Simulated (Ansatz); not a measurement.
MgBe₃, space group P6_3/mmc, a breakdown of dispersion, smearing and cutoff terms

With the Ansatz DFT code, driven from Python.

Typed at the interpreter:
```pycon
>>> import warnings
>>> import ansatz as az
>>> warnings.simplefilter("ignore", az.DeckWarning)
>>> crystal = (
...     az.Lattice.of([5.467602, 0.0, 0.0], [-2.733801, 4.735083, 0.0], [0.0, 0.0, 3.627891])
...     .atom("Mg", [1 / 3, 2 / 3, 0.75])
...     .atom("Mg", [2 / 3, 1 / 3, 0.25])
...     .atom("Be", [0.263294, 0.131647, 0.75])
...     .atom("Be", [0.868353, 0.736706, 0.75])
...     .atom("Be", [0.868353, 0.131647, 0.75])
...     .atom("Be", [0.131647, 0.868353, 0.25])
...     .atom("Be", [0.131647, 0.263294, 0.25])
...     .atom("Be", [0.736706, 0.868353, 0.25])
... )
>>> [site.symbol for site in crystal.resolved().sites]
['Mg', 'Mg', 'Be', 'Be', 'Be', 'Be', 'Be', 'Be']
>>> calc = (
...     crystal.calculation()
...     .kpoints(mesh=(6, 6, 7))
...     .occupations("cold")
... )
>>> with_term = calc.functional("pbesol", dispersion="d3bjatm").basis(340).cutoff_correction(490).run(threads=1).report

>>> without = calc.functional("pbesol").basis(340).run(threads=1).report
>>> finer = calc.functional("pbesol").basis(490).run(threads=1).report
>>> removed = az.free_energy_without(with_term, az.EnergyTerm.DISPERSION)
>>> print(f"dispersion term            {with_term['components']['e_disp']:.5f} eV")
dispersion term            -1.81016 eV
>>> print(f"F less dispersion          {removed:.5f} eV, run without it {without['free_energy_ev']:.5f} eV")
F less dispersion          -4364.17157 eV, run without it -4364.17157 eV
>>> print(f"F less smearing term       {az.free_energy_without(without, az.EnergyTerm.SMEARING):.5f} eV")
F less smearing term       -4364.16915 eV
>>> print(f"estimated gain to 490 eV   {with_term['cutoff_correction']['energy_ev']:.5f} eV, found {finer['free_energy_ev'] - without['free_energy_ev']:.5f} eV")
estimated gain to 490 eV   -0.01505 eV, found -0.01516 eV
```

Caveats:
- Absolute energies stand on the zero of these potentials, so only differences at equal settings mean something. A total without «per atom» is that of the cell as typed.
- The cutoff lies under the one recommended for these potentials in some of the runs.
- Dispersion corrections can be off by several per cent in the lattices of metals, and by several GPa in the pressure at a fixed cell.
- The mesh is modest for a metal, so energies can be off by several to tens of meV an atom and pressures by half a GPa or more; differences at equal mesh fare better.
- The structure comes from a database of computed cells and needn't be a stable or known phase.
- The script silences the warnings on its input, which a real study should read.
- Hardware and time: 5.1 s on 1 thread of Intel(R) Xeon(R) 6975P-C (Granite Rapids), with other jobs on the host, peak memory 0.45 GiB.

(Lines on the test bed's own set-up are left out of the output.)
